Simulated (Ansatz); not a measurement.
This script makes an equation of state with a fit of SrAsO₃, space group Pm-3m with Ansatz 0.2.0, Python API.

`eos_sraso3.py`
```python
"""Energy against volume for SrAsO3, with a fit."""

import logging
import sys
import warnings

import ansatz as az
import numpy as np
from pymatgen.analysis.eos import EOS

logging.basicConfig(stream=sys.stdout, format="%(levelname)s:%(name)s:%(message)s")
logger = logging.getLogger("calc")
logger.setLevel(logging.INFO)

vectors0 = np.array([
    [3.974879, 0.0, 0.0],
    [0.0, 3.974879, 0.0],
    [0.0, 0.0, 3.974879],
])
sites = [
    ("Sr", (0.0, 0.0, 0.0)),
    ("As", (0.5, 0.5, 0.5)),
    ("O", (0.5, 0.5, 0.0)),
    ("O", (0.5, 0.0, 0.5)),
    ("O", (0.0, 0.5, 0.5)),
]


def crystal_on(cell):
    crystal = az.Crystal(lattice=az.Lattice.of(cell))
    for symbol, position in sites:
        crystal = crystal.atom(symbol, position)
    return crystal


def main() -> None:
    warnings.simplefilter("ignore", az.DeckWarning)

    # uniform scaling of the cell
    volumes, energies = [], []
    for scale in np.linspace(0.9, 1.1, 9):
        cell = vectors0 * scale ** (1 / 3)
        calculation = (
            crystal_on(cell).calculation()
            .functional("lda")
            .occupations("cold", width=0.1)
            .scf(tolerance=1e-07)
            .basis(500)
            .kpoints(6, 6, 6)
        )
        r = calculation.run().report
        volumes.append(abs(np.linalg.det(cell)) / len(sites))
        energies.append(r["free_energy_ev"] / len(sites))
        logger.info(f"V = {volumes[-1]:8.4f} A^3/atom  F = {energies[-1]:.5f} eV/atom")

    for form in ["birch_murnaghan", "murnaghan", "pourier_tarantola"]:
        fit = EOS(eos_name=form).fit(volumes, energies)
        logger.info(f"{form:18s} V0 {fit.v0:8.4f} A^3/atom  B0 {fit.b0_GPa:7.1f} GPa  B1 {fit.b1:5.2f}")


if __name__ == "__main__":
    main()
```

From its runs, with one value withheld:

| V (Å³/atom) | F less the lowest row shown (meV/atom) |
| --- | --- |
| 11.304 | 7.31 |
| 11.618 | 0.00 |
| 11.932 | 2.09 |
| 12.246 | 12.27 |
| 12.560 | 29.41 |
| 12.874 | 52.55 |
| 13.188 | 80.84 |
| 13.502 | 113.54 |
| 13.816 | ? |

What is the missing energy at 13.816 Å³ an atom?

A third-order Birch-Murnaghan fit, E = E0 + (9 V0 B0 / 16) [(t - 1)³ B' + (t - 1)² (6 - 4t)] with t = (V0/V)^(2/3), through the 8 rows shown gives V0 = 11.699 Å³, B0 = 171.7 GPa, B' = 4.62 and E0 = -0.31 meV. At V = 13.816 Å³, t = 0.89504, and the fit extrapolates to 150.03 meV. The run gave 150.00 meV, a miss of 0.03 meV.

Reading the output:
- The cell holds an odd number of electrons and is run without spin, so a magnetic state may lie lower.
- For a metal this k-point mesh is coarse: on a finer one energies can move by several to tens of meV an atom and pressures by half a GPa or more, differences at one mesh by less.
- The structure comes from a database of computed cells and needn't be a stable or known phase.
- Hardware and time: 18 s on 1 thread of Arm Neoverse V2, on a shared host, peak memory 0.5 GiB.
